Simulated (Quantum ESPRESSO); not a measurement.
## InO: equation of state with PBE

InO, a slab with vacuum:

```
In O
1.0
     3.45361    0.00000    0.00000
    -1.72681    2.99092    0.00000
     0.00000    0.00000   15.87710
In O
2 2
Cartesian
  1.7268 0.9970 6.5093
  1.7268 0.9970 9.3678
  0.0000 0.0000 5.7179
  0.0000 0.0000 10.1592
```

```json
{
 "Program": "Quantum ESPRESSO 7.5",
 "Task": "equation of state",
 "Functional": "PBE",
 "Potentials or basis": "SSSP 1.3 efficiency PBE",
 "Cutoff": "748 eV",
 "Density cutoff": "5987 eV",
 "k mesh": "9 × 9 × 2",
 "Occupations": "fermi-dirac, width 0.05 eV",
 "Spin": "no spin polarisation",
 "Mixing beta": "0.5",
 "Most SCF iterations": "120",
 "SCF threshold": "8e-10 Ry"
}
```

* Equilibrium volume: 40.98 Å³/atom
* Bulk modulus at fixed shape and positions: 39 GPa
* Pressure derivative of the bulk modulus: 4.8

Energy against volume, from the lowest point:
```tsv
volume (Å³/atom)	energy (meV/atom)
38.540	20.15
39.360	8.54
40.181	2.02
41.001	0.00
41.821	2.02
42.641	7.61
43.461	16.41
```

All runs of the series together: 7.2 min on 2 threads of Arm Neoverse V1, on a shared host.

Caveat: the cell was scaled at fixed shape and fractional positions, which overstates the stiffness of a crystal with free parameters, most of all of layers and chains.
